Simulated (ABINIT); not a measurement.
Here is an ABINIT 10.8.3 (patched build) calculation.

Contents of run.abi:

```
ndtset 2

pp_dirpath "./"
pseudos "Ga.GGA_PBE-JTH.xml, Sb.GGA_PBE-JTH_sp.xml"

acell 3*1.0
rprim
     7.7693629002     0.0000000000     0.0000000000
    -3.8846814595     6.7284656381     0.0000000000
     0.0000000000     0.0000000000     8.6106313086
ntypat 2
znucl 31 51
natom 3
typat 1 2 2
xred
            0.0            0.0            0.0
            1/3            2/3            1/2
            2/3            1/3            1/2

ecut 17.0
pawecutdg 34.0
pawxcdev 0

ngkpt 6 6 4
nshiftk 1
shiftk 0.0 0.0 0.0

ixc 11
vdw_xc 7

nband 20
occopt 3
tsmear 0.00183747

nstep 80
nnsclo 3

prteig 0
prtebands 0
prtwf 0
prtden 0
prtpot 0

kptopt1 1
tolvrs1 1.0e-11
prtwf1 1
tolwfr1 1.0e-14
nbdbuf1 4
nline1 6

rfphon2 1
rfatpol2 1 3
rfdir2 1 1 1
getwfk2 1
kptopt2 3
nqpt2 1
qpt2 1/2 0.0 0.0
tolvrs2 1.0e-7
```

Potentials or basis: JTH PAW PBE v2.0 sp.

Launch:

```bash
$ abinit run.abi > log 2>&1
```

Q: What does it give for the highest phonon frequency at the q point run?

A: 407 cm⁻¹.

Q: Predict the most unstable mode.

A: 198i cm⁻¹.

Q: Predict the pressure.

A: 46.0 GPa.

Q: Estimate the band gap on the k mesh.

A: None (metal or under the smearing width).

Stress tensor (GPa, compression positive):
```
69.87  0.00  0.00
 0.00 69.87  0.00
 0.00  0.00 -1.70
```

Caveat: the mesh is coarse for a metal's response; some modes are imaginary; a pressure of tens of GPa on the cell as given is suspect, and the run, the potentials or the cell itself is likely at fault; this set keeps more shells in the core, which shifts pressures and gaps; pairwise dispersion overbinds metals, which lowers pressure and volume; the atomic spheres overlap. Spin-orbit coupling is left out, which matters for the levels of Sb.
